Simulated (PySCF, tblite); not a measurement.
# C₄H₇F₂O radical: geometry, infrared bands and EPR parameters

Aim: predict the infrared bands and EPR parameters of C₄H₇F₂O radical (`[CH2]O[C@@](C)(F)CF`).

Programs: tblite 0.8.0 and PySCF 2.14.0, with density-fitted response routines of our own. Each step states its level of theory. These are calculated values for one molecule in the gas phase, unless marked as measured. Atoms are numbered from 0 throughout.

### Step 1. The starting structure

14 atoms, charge 0, multiplicity 2; geometry from: force field or distance geometry start.

Bonds of the start (Å): C0–O1 1.36, O1–C2 1.39, C2–C3 1.51, C2–F4 1.39, C2–C5 1.53, C5–F6 1.38, C0–H7 1.09, C0–H8 1.08, C3–H9 1.13, C3–H10 1.10, C3–H11 1.12, C5–H12 1.11, C5–H13 1.12.

### Step 2. Optimising the geometry with GFN2-xTB

Job settings and geometry (Å):

```
{"job": {"kind": "relax", "xc": "GFN2-xTB", "basis": "xTB"}, "charge": 0, "multiplicity": 2}
C      2.078300     0.015900    -0.211000
O      0.928000    -0.497500    -0.722600
C     -0.132200    -0.341600     0.161500
C     -1.381400    -0.922300    -0.447900
F      0.154800    -0.894800     1.407200
C     -0.371300     1.161800     0.349500
F     -0.648800     1.789400    -0.845900
H      2.267000    -0.082200     0.858500
H      2.935800     0.110000    -0.861800
H     -1.398200    -2.019500    -0.187800
H     -1.463400    -0.727000    -1.525700
H     -2.265900    -0.475200     0.077600
H      0.525300     1.563000     0.872300
H     -1.228600     1.319500     1.053900
```

Command:

```console
$ OMP_NUM_THREADS=1 python probes_run.py task.json out
```

One launch serves the whole session: the jobs run in the order shown.

**Question.** This job is followed by: GFN2-xTB harmonic vibrations, gas phase; UKS B3LYP, pcH-1 on C F H O, non-relativistic, mean-field spin-orbit, GIAO. Predict these results of the whole session: strongest single infrared mode (GFN2-xTB); zero-point energy (GFN2-xTB); g(iso) (B3LYP); ⟨S²⟩; largest a(iso) (averaged by class); surface potential, 1st and 99th percentile.

The runs gave:

| quantity | value |
| --- | --- |
| strongest single infrared mode (GFN2-xTB) | 1254 cm⁻¹, 142 km/mol |
| zero-point energy (GFN2-xTB) | 64.6 kcal/mol |
| g(iso) (B3LYP) | 2.00333 |
| ⟨S²⟩ | 0.753 (exact 0.75) |
| largest a(iso) (averaged by class) | 13C on C0, 142.3 MHz |
| surface potential, 1st and 99th percentile | -0.91 V and 1.02 V |

What this shows: Relaxing lowered the energy by 0.371 eV in 71 steps; the close pair that moved most is C3–H9, from 1.128 to 1.086 Å. All 36 modes are real, so the xTB geometry is a minimum. The strongest single mode, at 1254 cm⁻¹, is carried by O1, C2, C0, H13. Unscaled tight-binding wavenumbers are off by several per cent, some by more. Its intensities can rank the bands wrongly. C0 carries the largest spin population, 0.95 e. The isotropic g lies 1.0 ppt above the free-electron value.
